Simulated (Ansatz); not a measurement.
# NiMoIrPdW (P3m1) in Ansatz: notebook

One crystal, NiMoIrPdW, is run at these levels: RPBE, BLYP; tasks: band structure.

Everything below comes from runs of Ansatz 0.2.0. Logs are shortened: lines on timing, memory, paths and dates and some standing lists are left out, and cuts for length are marked.

### Step 1. The crystal as given

Symmetry: P3m1, No. 156, trigonal system. Conventional cell: a = 2.766 Å, b = 2.766 Å, c = 11.023 Å, α = 90.00°, β = 90.00°, γ = 120.00°. Around Ni (site symmetry 3m) lie 3 Mo at 2.60 Å and 3 Pd at 2.71 Å and 6 Ni at 2.77 Å. Mo (site symmetry 3m) is surrounded by 3 Ni at 2.60 Å and 6 Mo at 2.77 Å and 3 Ir at 2.82 Å. Around Pd (site symmetry 3m) lie 3 Ni at 2.71 Å and 3 W at 2.74 Å and 6 Pd at 2.77 Å. Ir (site symmetry 3m) is surrounded by 3 W at 2.74 Å and 6 Ir at 2.77 Å and 3 Mo at 2.82 Å. W (site symmetry 3m) is surrounded by 3 Pd at 2.74 Å and 3 Ir at 2.74 Å and 6 W at 2.77 Å.

The cell was built by a generator and needn't be a form met in nature.

### Step 2. Band structure, RPBE, collinear spin, ferromagnetic start

input.yaml reads:

```yaml
crystal:
  lattice:
    - [2.76616, 0.0, 0.0]
    - [-1.38308, 2.39557, 0.0]
    - [0.0, 0.0, 11.02292]
  atoms:
    - { symbol: Ni, position: [0.33333, 0.66667, 0.59712], spin: 1.0 }
    - { symbol: Mo, position: [0.0, 0.0, 0.41074], spin: 1.0 }
    - { symbol: Pd, position: [0.66667, 0.33333, 0.7952] }
    - { symbol: Ir, position: [0.66667, 0.33333, 0.1996], spin: 0.6 }
    - { symbol: W, position: [0.33333, 0.66667, 0.99734] }
hamiltonian:
  xc: rpbe
  pseudopotentials: { kind: paw }
magnetization:
  spin_polarized: true
kpoints:
  mp_grid: { grid: [11, 11, 3] }
  band_path:
    path:
      - [[0.0, 0.0, 0.0], [0.5, 0.0, 0.0], [0.3333333333, 0.3333333333, 0.0], [0.0, 0.0, 0.0], [0.0, 0.0, 0.5], [0.5, 0.0, 0.5], [0.3333333333, 0.3333333333, 0.5], [0.0, 0.0, 0.5]]
      - [[0.5, 0.0, 0.5], [0.5, 0.0, 0.0]]
      - [[0.3333333333, 0.3333333333, 0.0], [0.3333333333, 0.3333333333, 0.5]]
    npoints: 14
scf:
  occupations: { method: fermi_dirac, width: 0.05 }
  n_extra_bands: 12
output:
  forces: true
  stress: true
  eigenvalues: true
  fatbands: false
  write_density: true
  write_potential: true
  elf: true
  volumetric_format: npy
```

Potentials or basis: Ansatz PAW.

The run is started by

```sh
ansatz run input.yaml --threads 8 --pin off --max-ram 20480MiB --backend cpu --events-out ev --progress --plain --runs-dir out
```

Log:

```text
Warning: the atoms were moved onto the symmetric positions of the space group found under crystal.symmetry.tolerance 1.0e-5 (fractional; no operation is sought that the atoms, as they stand in a round, miss by more than twice it, and no atom is moved by as much as it), and the run uses the moved positions. Before a round's move an operation carried an atom to 2.77e-5 Å from where it should land, the largest such distance. Atom 0 (counting from 0) moved farthest, by 1.60e-5 Å; the longest move in fractions of the cell, of whichever atom, is 0.47 of the tolerance, in 1 round. To run the atoms as typed, lower crystal.symmetry.tolerance until the operations that they miss are no longer found, or set crystal.symmetry.detect: false (a key that needs symmetry detection or time reversal refuses this as the deck is read). The positions used, in the order of the run's atom list: position: [0.3333333333333333, 0.6666666666666666, 0.59712]; position: [0.0, 0.0, 0.41074]; position: [0.6666666666666666, 0.3333333333333333, 0.7952]; position: [0.6666666666666666, 0.3333333333333333, 0.1996]; position: [0.3333333333333333, 0.6666666666666666, 0.99734]; The lattice was moved too: crystal.lattice keeps the space group found at crystal.symmetry.tolerance 1.0e-5 only nearly: the operation that it misses by the most changes a squared length by the fraction 3.74e-6. The run uses the lattice that is a stretch of the typed one, with no rotation, onto the one that keeps every operation to a double's rounding (on a very oblique basis the stretch itself rounds by more); the deck's lattice vector that moved farthest moved by 2.98e-6 Å. To run the lattice as typed, set crystal.symmetry.tolerance under 3.73e-6, the least fraction by which an operation that the lattice misses changes a squared length (the same key also sets how far an atom may lie from its image, so lowering it can lose operations that the atoms keep only within it), or set crystal.symmetry.detect: false, as for the atoms. crystal.lattice made exact, in Å and degrees: [[2.766162984364202, 0.0, 0.0], [-1.383081492182101, 2.3955674154675757, 0.0], [0.0, 0.0, 11.02292]]. Pasted over the deck's crystal.lattice, beside positions in fractional coordinates, it runs the same cell (given as lengths and angles, that cell in the form's own orientation, a rigid turn of the misfit's size from the one run here, for which a checkpoint.post_process_only pass over this run's state can be refused: where this run relaxes nothing, give such a pass this deck's own crystal.lattice, as typed; behind a relaxation, as crystal.lattice, the state's own cell, identity.cell in its checkpoint.json), and a matrix so pasted ends this notice, except on a very skew basis of the lattice, where the rounding of the pasted numbers themselves can read as a misfit: the cell is then moved again, and that move is told again. The lattice as run is in this notice's lattice.as_run_ang field (Run.prep()["deck_notices"] in Python, the deck_notice line of an events file, deck_notices of ansatz run --dry-run=json, or deck_notices in record.json in the deck's checkpoint.write directory).
Warning: RAYON_NUM_THREADS=8 ignored (pool sized by the plan → 8); use --threads N
scf.n_extra_bands = 12 over 41 filled bands (N_el = 81.0): the run solves 53 bands
Engine: ansatz 0.2.0, aarch64-unknown-linux-gnu
Pseudopotentials: kind: paw
Pseudopotential: Ni, paw, valence charge 18, recommended cutoff 420 eV (normal), Ni.paw.azcp
Pseudopotential: Mo, paw, valence charge 14, recommended cutoff 420 eV (normal), Mo.paw.azcp
Pseudopotential: Pd, paw, valence charge 18, recommended cutoff 420 eV (normal), Pd.paw.azcp
Pseudopotential: Ir, paw, valence charge 17, recommended cutoff 420 eV (normal), Ir.paw.azcp
Pseudopotential: W, paw, valence charge 14, recommended cutoff 420 eV (normal), W.paw.azcp
Functional definition: RPBE
  parameter kappa = 0.804
  parameter beta = 0.06672455060314922
  exchange = rpbe_x(kappa = kappa, mu = beta*pi^2/3)
[... 114 lines left out ...]
  E_ewald      = -11065.974354
  E_core_change = -0.293366  (= ΣΔE_core)
  E_smearing   = -0.046008  (= −TS)
  E_closure    = 0.000000  (closes the sum)
  Σ components = -40134.582223   (vs F -40134.582223, Δ=0.00e0)
--- Forces (eV/Å), atoms counted from 1 ---
  atom   1  Ni     0.00000000     0.00000000    -0.02479996
  atom   2  Mo    -0.00000000    -0.00000000    -0.10328199
  atom   3  Pd    -0.00000000     0.00000000    -0.08586813
  atom   4  Ir     0.00000000     0.00000000     0.03104608
  atom   5  W      0.00000000     0.00000000     0.18288945
  max |Σ_I F_I| component: 1.45e-5 eV/Å
--- Stress (GPa, compression-positive) ---
        4.596832      -0.000000       0.000000
        0.000000       4.596832       0.000000
        0.000000       0.000000       3.486338
  P = ⅓ Tr σ = 4.2267 GPa (42.267 kbar)
--- Band table (eV; the first three rows and the last of 84) ---
  k-point 0 ↑: bands = ["-81.9794", "-71.3493", "-63.6500", "-52.9295", "-42.4585", "-42.1943", "-42.1943", "-39.9319", "-29.4969", "-29.1594", "-29.1594", "-28.2495", "-27.9936", "-27.9936", "-17.3478", "-16.5351", "-16.5351", "-14.1083", "-13.2957", "-13.2957", "11.7901", "13.6306", "14.2853", "15.1298", "16.0511", "17.8881", "17.8881", "17.9095", "17.9897", "17.9897", "18.5983", "18.8777", "18.8777", "19.3827", "19.3827", "19.4194", "19.6704", "19.6704", "20.0918", "20.0918", "20.2205", "20.8127", "20.8127", "20.9242", "21.5091", "21.5091", "23.4524", "23.4524", "24.3586", "24.3586", "30.4613", "31.8946", "34.1220"]
  k-point 1 ↑: bands = ["-81.9794", "-71.3493", "-63.6500", "-52.9295", "-42.4585", "-42.1943", "-42.1943", "-39.9319", "-29.4969", "-29.1594", "-29.1594", "-28.2496", "-27.9936", "-27.9936", "-17.3478", "-16.5351", "-16.5351", "-14.1083", "-13.2957", "-13.2957", "11.8263", "13.4244", "14.3738", "15.2764", "16.1089", "17.8870", "17.8870", "17.9609", "17.9915", "17.9915", "18.4941", "18.8551", "18.8551", "19.3105", "19.4568", "19.4568", "19.7048", "19.7048", "19.7157", "19.9435", "19.9435", "20.8965", "20.8965", "21.4943", "21.4943", "21.5765", "23.4376", "23.4376", "24.3658", "24.3658", "29.6928", "32.9663", "34.0504"]
  k-point 2 ↑: bands = ["-81.9790", "-71.3466", "-63.6474", "-52.9213", "-42.4579", "-42.1983", "-42.1953", "-39.9170", "-29.4937", "-29.1833", "-29.1652", "-28.2440", "-28.0339", "-28.0033", "-17.3344", "-16.6331", "-16.5574", "-14.0933", "-13.3968", "-13.3185", "12.1057", "13.9336", "14.5265", "15.3661", "16.2198", "17.6253", "17.7826", "17.9739", "18.0614", "18.2164", "18.4381", "18.7425", "18.8411", "18.8701", "19.4448", "19.5107", "19.6283", "19.7209", "19.7342", "20.0703", "20.3045", "20.6397", "21.0376", "21.0665", "21.5583", "21.6689", "23.4148", "23.8265", "24.3159", "24.7299", "30.6671", "31.8891", "34.7958"]
  k-point 41 ↓: bands = ["-81.9740", "-71.3117", "-63.6124", "-52.8127", "-42.4500", "-42.2342", "-42.2245", "-39.7183", "-29.4521", "-29.3945", "-29.3373", "-28.3853", "-28.2902", "-28.1721", "-17.4554", "-17.2317", "-17.1576", "-14.2511", "-14.0178", "-13.8945", "15.8223", "16.0087", "16.4521", "16.6139", "16.9177", "16.9794", "17.1172", "17.2294", "17.5235", "17.8619", "18.0577", "18.5359", "18.8904", "19.2131", "19.5230", "19.7982", "20.4843", "20.6835", "21.0628", "21.2301", "21.4069", "21.6807", "22.6684", "23.0596", "23.6557", "25.6672", "26.0873", "27.1798", "27.7747", "27.9351", "29.0565", "29.5468", "30.0188"]
```

bands.tsv:

```text
[... 151 lines left out ...]
```

rho_z.tsv:

```text
# z_ang	rho[e/angstrom^3]	rho_spin[e/angstrom^3]
# format = ansatz-planar-average/11
# lattice	2.766162984	0.000000000	0.000000000
# lattice	-1.383081492	2.395567415	0.000000000
# lattice	0.000000000	0.000000000	11.022920000
# sites	5
# site	28	0.000000000	1.597044944	6.582005990
# site	42	0.000000000	0.000000000	4.527554161
# site	46	1.383081492	0.798522472	8.765425984
# site	77	1.383081492	0.798522472	2.200174832
# site	74	0.000000000	1.597044944	10.993599033
0.000000	1.611303e0	1.234514e-8
0.146972	1.544853e0	1.278884e-8
0.293945	1.359907e0	1.226580e-8
0.440917	1.066783e0	9.766351e-9
0.587889	7.543130e-1	5.650444e-9
0.734861	5.198757e-1	3.417559e-9
[... 67 lines left out ...]
10.728975	1.450720e0	2.252784e-8
10.875948	1.584628e0	1.599256e-8
```

It took 23 s on 8 threads of Arm Neoverse V2, shared host; peak memory 0.91 GiB.

Results:

```yaml
Free_energy: -40134.5822 eV
Pressure: 4.2 GPa
Largest_force: 0.183 eV/Å
Band_gap_on_the_k_mesh: none (metal or under the smearing width)
Net_moment: 0.00 μB per cell
Absolute_moment: 0.00 μB per cell
```

Forces in eV/Å, atoms in the order of the input:
```
Ni   0.000  0.000 -0.025
Mo   0.000  0.000 -0.103
Pd   0.000  0.000 -0.086
Ir   0.000  0.000  0.031
W    0.000  0.000  0.183
```

Stress tensor (GPa, compression positive):
```
4.60 0.00 0.00
0.00 4.60 0.00
0.00 0.00 3.49
```

Levels at the corners of the path, in eV from the Fermi level:
Spin up:
```csv
point,band 37,band 38,band 39,band 40,band 41,band 42,band 43,band 44
Γ,-1.47,-1.47,-1.05,-1.05,-0.92,-0.33,-0.33,-0.22
M,-0.41,-0.37,-0.21,0.65,1.07,1.28,1.62,2.27
K,-0.54,-0.19,-0.13,-0.09,0.07,0.58,1.40,1.80
Γ,-1.47,-1.47,-1.05,-1.05,-0.92,-0.33,-0.33,-0.22
A,-1.50,-1.41,-1.41,-1.27,-1.27,-0.22,-0.22,0.34
L,-0.59,-0.37,-0.29,0.62,1.07,1.46,2.14,2.40
H,-0.53,-0.21,-0.16,-0.08,0.10,0.40,1.42,2.04
A,-1.50,-1.41,-1.41,-1.27,-1.27,-0.22,-0.22,0.34
L,-0.59,-0.37,-0.29,0.62,1.07,1.46,2.14,2.40
M,-0.41,-0.37,-0.21,0.65,1.07,1.28,1.62,2.27
K,-0.54,-0.19,-0.13,-0.09,0.07,0.58,1.40,1.80
H,-0.53,-0.21,-0.16,-0.08,0.10,0.40,1.42,2.04
```
Spin down:
| point | band 37 | band 38 | band 39 | band 40 | band 41 | band 42 | band 43 | band 44 |
| --- | --- | --- | --- | --- | --- | --- | --- | --- |
| Γ | -1.47 | -1.47 | -1.05 | -1.05 | -0.92 | -0.33 | -0.33 | -0.22 |
| M | -0.41 | -0.37 | -0.21 | 0.65 | 1.07 | 1.28 | 1.62 | 2.27 |
| K | -0.54 | -0.19 | -0.13 | -0.09 | 0.07 | 0.58 | 1.40 | 1.80 |
| Γ | -1.47 | -1.47 | -1.05 | -1.05 | -0.92 | -0.33 | -0.33 | -0.22 |
| A | -1.50 | -1.41 | -1.41 | -1.27 | -1.27 | -0.22 | -0.22 | 0.34 |
| L | -0.59 | -0.37 | -0.29 | 0.62 | 1.07 | 1.46 | 2.14 | 2.40 |
| H | -0.53 | -0.21 | -0.16 | -0.08 | 0.10 | 0.40 | 1.42 | 2.04 |
| A | -1.50 | -1.41 | -1.41 | -1.27 | -1.27 | -0.22 | -0.22 | 0.34 |
| L | -0.59 | -0.37 | -0.29 | 0.62 | 1.07 | 1.46 | 2.14 | 2.40 |
| M | -0.41 | -0.37 | -0.21 | 0.65 | 1.07 | 1.28 | 1.62 | 2.27 |
| K | -0.54 | -0.19 | -0.13 | -0.09 | 0.07 | 0.58 | 1.40 | 1.80 |
| H | -0.53 | -0.21 | -0.16 | -0.08 | 0.10 | 0.40 | 1.42 | 2.04 |

Caveat: spin-orbit coupling is left out, which moves the levels of the heavy elements; the PAW data sets come from PBE, with cores solved anew for the run's functional, which leaves a small shift of forces and pressure; the starting moments weren't kept.

### Step 3. Band structure, BLYP, collinear spin, ferromagnetic start

Edit input.yaml of step 2 so:

```diff
@@ -12,3 +12,3 @@
 hamiltonian:
-  xc: rpbe
+  xc: blyp
   pseudopotentials: { kind: paw }
@@ -32,5 +32 @@
   fatbands: false
-  write_density: true
-  write_potential: true
-  elf: true
-  volumetric_format: npy
```

Potentials or basis: Ansatz PAW.

The run is started by

```sh
ansatz run input.yaml --threads 8 --pin off --max-ram 20480MiB --backend cpu --events-out ev --progress --plain --runs-dir out
```

Wall time 30 s (8 threads of Arm Neoverse V1, shared host); peak memory 0.89 GiB.

Results (log left out):

* Free energy: -40174.5150 eV
* Pressure: 11.4 GPa
* Largest force: 0.246 eV/Å
* Band gap on the k mesh: none (metal or under the smearing width)
* Net moment: 0.00 μB per cell
* Absolute moment: 0.00 μB per cell

Forces on the atoms (eV/Å):
```
Ni   0.000  0.000 -0.047
Mo   0.000  0.000  0.142
Pd   0.000  0.000 -0.246
Ir   0.000  0.000  0.058
W    0.000  0.000  0.092
```

Stress tensor (GPa, compression positive):
```
12.03  0.00  0.00
 0.00 12.03  0.00
 0.00  0.00 10.06
```

Levels at the corners of the path, in eV from the Fermi level:
Spin up:
| point | band 37 | band 38 | band 39 | band 40 | band 41 | band 42 | band 43 | band 44 |
| --- | --- | --- | --- | --- | --- | --- | --- | --- |
| Γ | -1.50 | -1.50 | -1.07 | -1.07 | -0.71 | -0.38 | -0.38 | -0.08 |
| M | -0.39 | -0.37 | -0.12 | 0.85 | 1.05 | 1.24 | 1.68 | 2.36 |
| K | -0.54 | -0.20 | -0.14 | -0.10 | 0.06 | 0.55 | 1.37 | 1.78 |
| Γ | -1.50 | -1.50 | -1.07 | -1.07 | -0.71 | -0.38 | -0.38 | -0.08 |
| A | -1.48 | -1.43 | -1.43 | -1.30 | -1.30 | -0.26 | -0.26 | 0.29 |
| L | -0.61 | -0.39 | -0.20 | 0.65 | 1.05 | 1.42 | 2.26 | 2.51 |
| H | -0.53 | -0.21 | -0.16 | -0.09 | 0.09 | 0.38 | 1.39 | 2.01 |
| A | -1.48 | -1.43 | -1.43 | -1.30 | -1.30 | -0.26 | -0.26 | 0.29 |
| L | -0.61 | -0.39 | -0.20 | 0.65 | 1.05 | 1.42 | 2.26 | 2.51 |
| M | -0.39 | -0.37 | -0.12 | 0.85 | 1.05 | 1.24 | 1.68 | 2.36 |
| K | -0.54 | -0.20 | -0.14 | -0.10 | 0.06 | 0.55 | 1.37 | 1.78 |
| H | -0.53 | -0.21 | -0.16 | -0.09 | 0.09 | 0.38 | 1.39 | 2.01 |
Spin down:
| point | band 36 | band 37 | band 38 | band 39 | band 40 | band 41 | band 42 | band 43 | band 44 | band 45 |
| --- | --- | --- | --- | --- | --- | --- | --- | --- | --- | --- |
| Γ | -1.72 | -1.50 | -1.50 | -1.07 | -1.07 | -0.71 | -0.38 | -0.38 | -0.08 | 0.31 |
| M | -0.62 | -0.39 | -0.37 | -0.12 | 0.85 | 1.05 | 1.24 | 1.68 | 2.36 | 2.65 |
| K | -1.38 | -0.54 | -0.20 | -0.14 | -0.10 | 0.06 | 0.55 | 1.37 | 1.78 | 2.46 |
| Γ | -1.72 | -1.50 | -1.50 | -1.07 | -1.07 | -0.71 | -0.38 | -0.38 | -0.08 | 0.31 |
| A | -1.69 | -1.48 | -1.43 | -1.43 | -1.30 | -1.30 | -0.26 | -0.26 | 0.29 | 0.29 |
| L | -0.75 | -0.61 | -0.39 | -0.20 | 0.65 | 1.05 | 1.42 | 2.26 | 2.51 | 2.54 |
| H | -1.38 | -0.53 | -0.21 | -0.16 | -0.09 | 0.09 | 0.38 | 1.39 | 2.01 | 2.52 |
| A | -1.69 | -1.48 | -1.43 | -1.43 | -1.30 | -1.30 | -0.26 | -0.26 | 0.29 | 0.29 |
| L | -0.75 | -0.61 | -0.39 | -0.20 | 0.65 | 1.05 | 1.42 | 2.26 | 2.51 | 2.54 |
| M | -0.62 | -0.39 | -0.37 | -0.12 | 0.85 | 1.05 | 1.24 | 1.68 | 2.36 | 2.65 |
| K | -1.38 | -0.54 | -0.20 | -0.14 | -0.10 | 0.06 | 0.55 | 1.37 | 1.78 | 2.46 |
| H | -1.38 | -0.53 | -0.21 | -0.16 | -0.09 | 0.09 | 0.38 | 1.39 | 2.01 | 2.52 |

Caveat: spin-orbit coupling is left out, which moves the levels of the heavy elements; the PAW data sets come from PBE, with cores solved anew for the run's functional, which leaves a small shift of forces and pressure; the starting moments weren't kept.
